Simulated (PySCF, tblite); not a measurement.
# C₄H₁₁BrGeO₂: geometry, infrared bands and NMR shifts

Wanted: the infrared bands and NMR shifts of C₄H₁₁BrGeO₂ (`CO[C@@H](C)O[CH2][GeH2][Br]`), by calculation.

The runs use tblite 0.8.0 and PySCF 2.14.0, with density-fitted response routines of our own; the level of theory stands in each step. All values are computed, except where a source is named. Atoms are numbered from 0 throughout.

## Step 1: The molecule as given

19 atoms, charge 0, multiplicity 1; geometry from: force field or distance geometry start.

Bonds of the start (Å): C0–O1 1.41, O1–C2 1.43, C2–C3 1.53, C2–O4 1.41, O4–C5 1.40, C5–Ge6 1.95, Ge6–Br7 2.33, C0–H8 1.11, C0–H9 1.12, C0–H10 1.12, C2–H11 1.13, C3–H12 1.11, C3–H13 1.12, C3–H14 1.10, C5–H15 1.11, C5–H16 1.12, Ge6–H17 1.56, Ge6–H18 1.54.

## Step 2: Optimising the geometry with GFN2-xTB

The job: settings as JSON, then the geometry in Å.

```
{"job": {"kind": "relax", "xc": "GFN2-xTB", "basis": "xTB"}, "charge": 0, "multiplicity": 1}
C     -1.727400     1.799300     0.439600
O     -1.601400     1.103600    -0.785000
C     -0.932500    -0.136800    -0.544100
C     -1.100500    -0.984300    -1.807400
O      0.439400     0.103200    -0.323300
C      0.929900    -0.727700     0.692400
Ge     2.840100    -0.398500     0.894600
Br     3.184500     1.841100     1.444600
H     -0.743000     2.006500     0.909200
H     -2.221300     2.778000     0.234200
H     -2.396000     1.249500     1.147700
H     -1.449900    -0.691400     0.288100
H     -2.182500    -1.158300    -1.999900
H     -0.605500    -1.978100    -1.654400
H     -0.639100    -0.477300    -2.670500
H      0.791000    -1.800300     0.455600
H      0.445900    -0.487000     1.668600
H      3.397100    -1.306600     2.030000
H      3.561500    -0.725400    -0.427300
```

Launch:

```bash
OMP_NUM_THREADS=1 python probes_run.py task.json out
```

The driver reads the jobs from task.json and runs them one after another.

**Question.** This job is followed by: GFN2-xTB harmonic vibrations, gas phase; GIAO PBE0/pcSseg-1 NMR shielding, non-relativistic, gas phase. Predict these results of the whole session: strongest single infrared mode (GFN2-xTB); zero-point energy (GFN2-xTB); 13C shifts against TMS (PBE0/pcSseg-1); 1H shifts against TMS (PBE0/pcSseg-1, means over atoms taken as alike); 17O shifts against H2O (PBE0/pcSseg-1); 73Ge shifts against GeMe4 (PBE0/pcSseg-1); 79Br shifts against HBr (PBE0/pcSseg-1).

The runs gave:

| quantity | value |
| --- | --- |
| strongest single infrared mode (GFN2-xTB) | 1978 cm⁻¹, 324 km/mol |
| zero-point energy (GFN2-xTB) | 88.7 kcal/mol |
| 13C shifts against TMS (PBE0/pcSseg-1) | 111.9, 65.4, 58.6, 20.6 ppm |
| 1H shifts against TMS (PBE0/pcSseg-1, means over atoms taken as alike) | 5.58, 5.33, 4.26, 3.75, 3.69, 3.48, 1.27 ppm |
| 17O shifts against H2O (PBE0/pcSseg-1) | 83.5, 63.8 ppm |
| 73Ge shifts against GeMe4 (PBE0/pcSseg-1) | -45 ppm |
| 79Br shifts against HBr (PBE0/pcSseg-1) | -217 ppm |

Over 165 steps the energy fell by 0.365 eV; of the close pairs, Ge6–Br7 changed most, 2.332 to 2.268 Å. No mode is imaginary among the 51: a minimum at this level. The strongest single mode, at 1978 cm⁻¹, moves mainly H18. GFN2-xTB is a fitted tight-binding method: band positions and strengths are rough. Its intensities can rank the bands wrongly. Spin-orbit coupling is left out, which matters for shieldings and couplings at and beside the heavy atoms.
